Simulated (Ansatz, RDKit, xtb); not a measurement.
# C4H7F2N: ranking a sample of isomers, part 2 of 2

Which of a sample of isomers of C4H7F2N is the most stable in the gas at 298.15 K, and what are its properties? The sample is small against all isomers, and the most stable one of this formula need not be in it.

xtb, Ansatz and PySCF; isolated molecules.

## 8. Thermal terms of the finalists

As xtb prints them, at 298.15 K, with its own treatment of low modes:

```csv
label,SMILES,spin,lowest mode (cm⁻¹),zero-point (kcal/mol),G − E (kcal/mol)
c627a,CC(=N)CC(F)F,singlet,42,67.4,46.9
c823b,C/C(N)=C/C(F)F,singlet,47,67.0,46.6
c721c,C=C(N)CC(F)F,singlet,51,67.3,47.1
c003b,C/C(N)=C\C(F)F,singlet,32,66.9,46.4
```

## 9. Last filter: a higher level

Each finalist gets a single point at CCSD(T)/def2-SVP + MP2/def2-TZVPP - MP2/def2-SVP.

c627a, CCSD(T)/def2-SVP:

File input.yaml:

```yaml
crystal:
  periodic: [false, false, false]
  atoms:
    - {symbol: C, position_ang: [-1.268919, -0.220388, 1.289221]}
    - {symbol: C, position_ang: [-0.707303, 0.856001, 0.395485]}
    - {symbol: C, position_ang: [-0.789636, 0.596038, -1.098587]}
    - {symbol: C, position_ang: [0.483125, -0.048212, -1.611635]}
    - {symbol: F, position_ang: [0.387714, -0.280484, -2.946347]}
    - {symbol: F, position_ang: [0.681058, -1.255663, -0.999862]}
    - {symbol: "N", position_ang: [-0.130635, 1.926771, 0.773029]}
    - {symbol: H, position_ang: [-1.110727, 0.009992, 2.353003]}
    - {symbol: H, position_ang: [-0.790064, -1.183207, 1.048647]}
    - {symbol: H, position_ang: [-2.349676, -0.346513, 1.107617]}
    - {symbol: H, position_ang: [-0.099908, 1.977556, 1.798539]}
    - {symbol: H, position_ang: [-1.629135, -0.067364, -1.358344]}
    - {symbol: H, position_ang: [-0.912503, 1.553889, -1.623018]}
    - {symbol: H, position_ang: [1.372116, 0.577146, -1.421692]}
basis:
  gaussian: {orbitals: def2-SVP}
correlation: {method: ccsd_t, frozen_orbitals: {F: 1, H: 0, "N": 1, C: 1}}
```

On the command line:

```console
$ ansatz run input.yaml --threads 2 --pin off --max-ram 5220MiB --events-out events.jsonl --progress --plain --runs-dir runs
```

The program printed, cut to the lines that bear on the results:

```text
Warning: RAYON_NUM_THREADS=2 ignored (pool sized by the plan → 2); use --threads N
Functional definition: HF
  name "HF"
[...]
1349 factors; integrals over basis functions are off by at most 1.4e-3 eV
[...]
mean field -11117.23611980 eV, -408.5508918693 hartree, gradient 8.7e-6 eV, S^2 0.000000; 0 other end points of the search recorded, 0 dependent functions left out
7 core orbitals not correlated: weight in the atoms' cores, before any rotation towards them, 1.000 or more for the frozen orbitals, at most 0.000 for the correlated occupied ones
reference -11117.23611980 eV, -408.5508918693 hartree; 21, 21 occupied and 105, 105 virtual orbitals, 1349 factors
second order -29.36124747 eV of doubles, -0.00000000 eV of singles
cycle   1  -29.95407221 eV  change   -5.9e-1 eV  update   1.2e-1
[...]
cycle   9  -30.83405600 eV  change   -1.0e-5 eV  update   2.7e-5
perturbative correction -0.86219828 eV, -0.0316852023 hartree
Total energy: -11148.93237408 eV, -409.7157077298 hartree
```

It took 48 s on 2 threads of Arm Neoverse V1, shared host; peak memory 1.1 GiB.

## 10. c627a at MP2/def2-TZVPP

Changes to input.yaml since step 9:

```diff
@@ -9,3 +9,3 @@
     - {symbol: F, position_ang: [0.681058, -1.255663, -0.999862]}
-    - {symbol: "N", position_ang: [-0.130635, 1.926771, 0.773029]}
+    - {symbol: N, position_ang: [-0.130635, 1.926771, 0.773029]}
     - {symbol: H, position_ang: [-1.110727, 0.009992, 2.353003]}
@@ -18,3 +18,6 @@
 basis:
-  gaussian: {orbitals: def2-SVP}
-correlation: {method: ccsd_t, frozen_orbitals: {F: 1, H: 0, "N": 1, C: 1}}
+  gaussian:
+    orbitals: def2-TZVPP
+correlation:
+  method: mp2
+  frozen_orbitals: {F: 1, H: 0, "N": 1, C: 1}
```

On the command line:

```console
$ ansatz run input.yaml --threads 2 --pin off --max-ram 5220MiB --events-out events.jsonl --progress --plain --runs-dir runs
```

The program printed:

```text
Warning: RAYON_NUM_THREADS=2 ignored (pool sized by the plan → 2); use --threads N
Functional definition: HF
  name "HF"
  exchange = exact_x
  correlation = 0
1926 factors; integrals over basis functions are off by at most 1.1e-3 eV
mean field evaluation 1: about -11124.9365 eV, gradient 4.7e1 eV
mean field evaluation 2: about -11125.2426 eV, gradient 4.7e1 eV
mean field evaluation 4: about -11130.3778 eV, gradient 5.4e0 eV
mean field evaluation 8: about -11130.4835 eV, gradient 4.4e-1 eV
mean field evaluation 16: about -11130.4848 eV, gradient 1.9e-6 eV
mean field -11130.48481999 eV, -409.0377726210 hartree, gradient 1.9e-6 eV, S^2 0.000000; 0 other end points of the search recorded, 0 dependent functions left out
7 core orbitals not correlated: weight in the atoms' cores, before any rotation towards them, 1.000 or more for the frozen orbitals, at most 0.000 for the correlated occupied ones
reference -11130.48481999 eV, -409.0377726210 hartree; 21, 21 occupied and 287, 287 virtual orbitals, 1926 factors
second order -37.18346717 eV of doubles, -0.00000000 eV of singles
Total energy: -11167.66828716 eV, -410.4042398357 hartree
```

Wall time 13 s (2 threads of Arm Neoverse V1, shared host); peak memory 1 GiB.

## 11. c823b at CCSD(T)/def2-SVP

File input.yaml:

```yaml
crystal:
  periodic: [false, false, false]
  atoms:
    - {symbol: C, position_ang: [-1.037082, 0.266651, 1.705134]}
    - {symbol: C, position_ang: [-0.683036, 0.105351, 0.251929]}
    - {symbol: C, position_ang: [-0.188604, 1.139487, -0.470624]}
    - {symbol: C, position_ang: [0.108635, 1.089542, -1.928044]}
    - {symbol: F, position_ang: [0.950176, 2.100488, -2.274309]}
    - {symbol: F, position_ang: [0.726682, -0.099195, -2.284114]}
    - {symbol: N, position_ang: [-0.950195, -1.145788, -0.267870]}
    - {symbol: H, position_ang: [-0.848012, 1.289286, 2.054453]}
    - {symbol: H, position_ang: [-0.449109, -0.428613, 2.329558]}
    - {symbol: H, position_ang: [-2.102383, 0.030614, 1.867865]}
    - {symbol: H, position_ang: [-0.469568, -1.391554, -1.126028]}
    - {symbol: H, position_ang: [-1.023779, -1.906980, 0.396089]}
    - {symbol: H, position_ang: [-0.061789, 2.114359, 0.000281]}
    - {symbol: H, position_ang: [-0.782461, 1.163874, -2.582285]}
basis:
  gaussian:
    orbitals: def2-SVP
correlation:
  method: ccsd_t
  frozen_orbitals: {F: 1, H: 0, "N": 1, C: 1}
```

On the command line:

```console
$ ansatz run input.yaml --threads 2 --pin off --max-ram 5220MiB --events-out events.jsonl --progress --plain --runs-dir runs
```

The program printed, cut to the lines that bear on the results:

```text
Warning: RAYON_NUM_THREADS=2 ignored (pool sized by the plan → 2); use --threads N
Functional definition: HF
  name "HF"
[...]
1352 factors; integrals over basis functions are off by at most 1.4e-3 eV
[...]
mean field -11117.09248585 eV, -408.5456134192 hartree, gradient 5.5e-6 eV, S^2 0.000000; 0 other end points of the search recorded, 0 dependent functions left out
7 core orbitals not correlated: weight in the atoms' cores, before any rotation towards them, 1.000 or more for the frozen orbitals, at most 0.000 for the correlated occupied ones
reference -11117.09248585 eV, -408.5456134192 hartree; 21, 21 occupied and 105, 105 virtual orbitals, 1352 factors
second order -29.32914330 eV of doubles, -0.00000000 eV of singles
cycle   1  -29.91271711 eV  change   -5.8e-1 eV  update   1.2e-1
[...]
cycle   9  -30.76020410 eV  change   -2.2e-5 eV  update   2.9e-5
perturbative correction -0.85842806 eV, -0.0315466493 hartree
Total energy: -11148.71111802 eV, -409.7075767192 hartree
```

Run time: 48 s. Hardware: 2 threads of Arm Neoverse V1, shared host; peak memory 1.1 GiB.

## 12. The ranking

Energies in kcal/mol from c627a; G adds the thermal terms to the CCSD(T)/def2-SVP + MP2/def2-TZVPP - MP2/def2-SVP energy. The columns left of the relaxed level are at the tight-binding geometries.

```csv
label,SMILES,spin,GFN2-xTB,HF/STO-3G,r2SCAN-D4/def2-SVP,B3LYP-D3(BJ)/def2-SVP,HF/def2-SVP,MP2/def2-SVP,CCSD(T)/def2-SVP + MP2/def2-TZVPP - MP2/def2-SVP,G,share at equilibrium,T1
c627a,CC(=N)CC(F)F,singlet,0.0,0.0,0.0,0.0,0.0,0.0,0.0,0.0,99.3 %,0.011
c823b,C/C(N)=C/C(F)F,singlet,0.5,9.1,0.2,1.1,3.3,4.1,3.4,3.2,0.5 %,0.012
c003b,C/C(N)=C\C(F)F,singlet,1.6,11.3,2.4,2.8,5.0,5.8,4.5,4.0,0.1 %,0.012
c721c,C=C(N)CC(F)F,singlet,3.5,11.1,1.5,1.9,4.0,4.3,3.7,4.0,0.1 %,0.011
```

Lowest found: c627a, `CC(=N)CC(F)F`, a singlet. Bond lengths: C1–C2 1.508 Å, C2–C3 1.519 Å, C3–C4 1.516 Å, C4–F5 1.358 Å, C4–F6 1.368 Å, C2–N7 1.273 Å, C1–H8 1.100 Å, C1–H9 1.102 Å, C1–H10 1.103 Å, N7–H11 1.027 Å, C3–H12 1.101 Å, C3–H13 1.099 Å, C4–H14 1.103 Å. Some angles: C1–C2–C3 116.2°, C1–C2–N7 126.4°, C3–C2–N7 117.4°, C2–C3–C4 111.1°, C3–C4–F5 110.3°, C3–C4–F6 110.2°, F5–C4–F6 107.4°, C2–C1–H8 111.7°, C2–C1–H9 109.4°, C2–C1–H10 110.4°.

```xyz
14

C    -1.2689   -0.2204    1.2892
C    -0.7073    0.8560    0.3955
C    -0.7896    0.5960   -1.0986
C     0.4831   -0.0482   -1.6116
F     0.3877   -0.2805   -2.9463
F     0.6811   -1.2557   -0.9999
N    -0.1306    1.9268    0.7730
H    -1.1107    0.0100    2.3530
H    -0.7901   -1.1832    1.0486
H    -2.3497   -0.3465    1.1076
H    -0.0999    1.9776    1.7985
H    -1.6291   -0.0674   -1.3583
H    -0.9125    1.5539   -1.6230
H     1.3721    0.5771   -1.4217
```

## 13. Results

The summary covers parts 1 to 2.

| quantity | value |
| --- | --- |
| lowest structure found | CC(=N)CC(F)F, singlet |
| next finalist | C/C(N)=C/C(F)F, singlet, 3.2 kcal/mol higher in G |
| share at equilibrium, among the finalists | 99.3 % |
| funnel | 12 starts, 11 minima at GFN2-xTB from these starts (14 with those found later), 10 screening runs, 4 relaxed, 4 ranked |
| CPU time of all runs | 16 min |

**Reading.** The lowest structure found is `CC(=N)CC(F)F`. The margin of 3.2 kcal/mol over the next finalist is beyond the usual error of the last level; it says nothing of structures that weren't ranked. With 4 minima in the window unscreened, the next finalist need not be the second lowest, and margin and share hold for the finalists alone. GFN2-xTB, HF/STO-3G, r2SCAN-D4/def2-SVP, B3LYP-D3(BJ)/def2-SVP, HF/def2-SVP and MP2/def2-SVP already put its bonding pattern lowest among the structures in one piece. The largest share of the time went into the final energies (50 % of the CPU time that the search's summary counts). 4 minima inside the window were never screened. The search is not exhaustive (a finite list of starts, one conformer a finalist), so a lower isomer can't be ruled out. Only 4 drawn patterns were tried, so whole families of isomers are missing, and the result ranks only the part of this sample that was screened. The lowest isomer need not be the one that is made and kept in a bottle, which depends on barriers.
